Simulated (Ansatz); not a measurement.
# NaAsH+ (triplet): from Hartree-Fock to the top rungs, cc-pVTZ

How much of the correlation energy of NaAsH+ (triplet) does each wave-function method recover here?

Computed with Ansatz 0.2.0, Gaussian basis. Level: cc-pVTZ, core rule «outside noble gas», up to 19 orbitals frozen.

To be run: UHF; CCSD(T) on ROHF; CCSD(T) on UHF; BCCD(T) on ROHF; CCSDT(Q) on ROHF; CCSDT(Q) on UHF.

32 further runs of the same task are left out: 14 for a known fault of the program, 3 that didn't finish, 15 set aside as unsound or not needed.

**1. The geometry**

The geometry is a PBE0/def2-TZVP stationary point (not a proven minimum) of the parent state, kept for this charge and spin. No spin-orbit coupling is included. The filled d shell of As may be among the frozen orbitals whatever the setting's name suggests; the logs give the count.

3 atoms, charge 1, spin multiplicity 3.

Atoms are counted from 1 here; the program's logs count them from 0.

Bond lengths: As1–H3 1.537 Å.

**2. UHF**

File in.yaml:

```yaml
crystal:
  periodic: [false, false, false]
  atoms:
    - {symbol: As, position_ang: [0.000000, 0.000000, 0.777033]}
    - {symbol: Na, position_ang: [0.000000, 0.000000, -3.091467]}
    - {symbol: H, position_ang: [0.000000, 0.000000, 2.314433]}
basis:
  gaussian: {orbitals: cc-pVTZ}
total_charge: 1
magnetization: {spin_polarized: true, initial_magnetization: 2}
hamiltonian: {xc: hf}
output: {orbitals: {seedname: orbitals}}
```

Started as:

```console
> ansatz run in.yaml --threads 1 --pin off --events-out ev --progress --plain --max-ram 2393MiB
```

Further steps of the session: CCSD(T) on ROHF; CCSD(T) on UHF; BCCD(T) on ROHF; CCSDT(Q) on ROHF; CCSDT(Q) on UHF.

Before running them: what should the planned runs give, taken together? Wanted: UCCSDT(Q) below the RHF energy; RMP2 from UCCSDT(Q); UMP2 from UCCSDT(Q); RCCSD from UCCSDT(Q); RCCSD(T) from UCCSDT(Q); UCCSD(T) from UCCSDT(Q); RCCSDT(Q) from UCCSDT(Q); T1 diagnostic.

As calculated:

| quantity | value |
| --- | --- |
| UCCSDT(Q) below the RHF energy | -3.4667 eV |
| RMP2 from UCCSDT(Q) | +669.8 meV |
| UMP2 from UCCSDT(Q) | +688.0 meV |
| RCCSD from UCCSDT(Q) | +137.9 meV |
| RCCSD(T) from UCCSDT(Q) | +32.1 meV |
| UCCSD(T) from UCCSDT(Q) | +22.1 meV |
| RCCSDT(Q) from UCCSDT(Q) | +10.1 meV |
| levels within 1 kcal/mol (43 meV) | RCCSD(T), UCCSD(T), BCCD(T), RCCSDT, UCCSDT, RCCSDT(Q) |
| T1 diagnostic | 0.021 |

RCCSD(T) misses by +32.1 meV, 0.9 % of the correlation energy. These misses are within one basis, not against nature; the frozen cores of restricted and unrestricted runs differ, which can shift their rows.
